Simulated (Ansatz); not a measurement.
What does this script print? It uses Ansatz's Python interface.

The script reads `bh7p2si2.xyz`:
```text
12

B     1.95530    0.76590   -0.36700
P     0.35130    0.31310   -1.34680
Si   -0.99770    1.14270    0.19450
P    -1.36460   -0.71370    1.33130
Si   -0.04480   -1.55220   -0.22660
H     2.18820    0.27970    0.68470
H     2.65040    1.63390   -0.76360
H    -0.32470    2.15570    1.02170
H    -2.24700    1.63210   -0.40640
H    -2.57050   -1.02320    0.58290
H    -0.78030   -2.51810   -1.05590
H     1.18450   -2.11580    0.35130
```

`bde_bh7p2si2.py`:
```python
# -*- coding: utf-8 -*-
"""X-H bond energies of BH7P2Si2 without relaxation."""

import logging
import sys

import ansatz as az

logging.basicConfig(stream=sys.stdout, format="[%(levelname)s] %(message)s")
log = logging.getLogger("run")
log.setLevel(logging.INFO)


def energy(molecule, charge=0, unpaired=0):
    calc = molecule.calculation().basis(gaussian="def2-TZVP").functional("pbe")
    if charge:
        calc = calc.charge(charge)
    if unpaired:
        calc = calc.spin("collinear", total=unpaired)
    return calc.run(threads=1).report["free_energy_ev"]

def without(molecule, index):
    rest = az.Crystal.molecule()
    for i, site in enumerate(molecule.cartesian_sites):
        if i != index:
            rest = rest.atom(site.symbol, site.position_ang)
    return rest

bh7p2si2 = az.Crystal.molecule_from_extxyz("bh7p2si2.xyz")

whole = energy(bh7p2si2, 0)
hydrogen = energy(az.Crystal.molecule().atom("H", (0, 0, 0)), 0, 1)
log.info(f"E(molecule) = {whole:.5f} eV, E(H) = {hydrogen:.5f} eV")
for index in [6, 11, 9]:
    radical = energy(without(bh7p2si2, index), 0, 1)
    log.info(f"H{index}: homolysis {(radical + hydrogen - whole):.3f} eV")
```

```console
$ python bde_bh7p2si2.py
[INFO] E(molecule) = -35106.02890 eV, E(H) = -13.59523 eV
[INFO] H6: homolysis 4.432 eV
[INFO] H11: homolysis 3.722 eV
[INFO] H9: homolysis 3.490 eV
```

Caveats:
- Total energies depend on the basis set; only differences at equal settings carry meaning.
- The geometry is a force-field or estimated start, not a minimum of this method, and the basis set is short of its limit. All parts are taken at fixed geometry, without zero-point energy.
- This functional overbinds, so such energies come out a few per cent too high (LDA far more).
- Wall time of the script: 34 s on 1 thread of Intel(R) Xeon(R) 6975P-C (Granite Rapids), with other jobs on the host, peak memory 0.44 GiB.
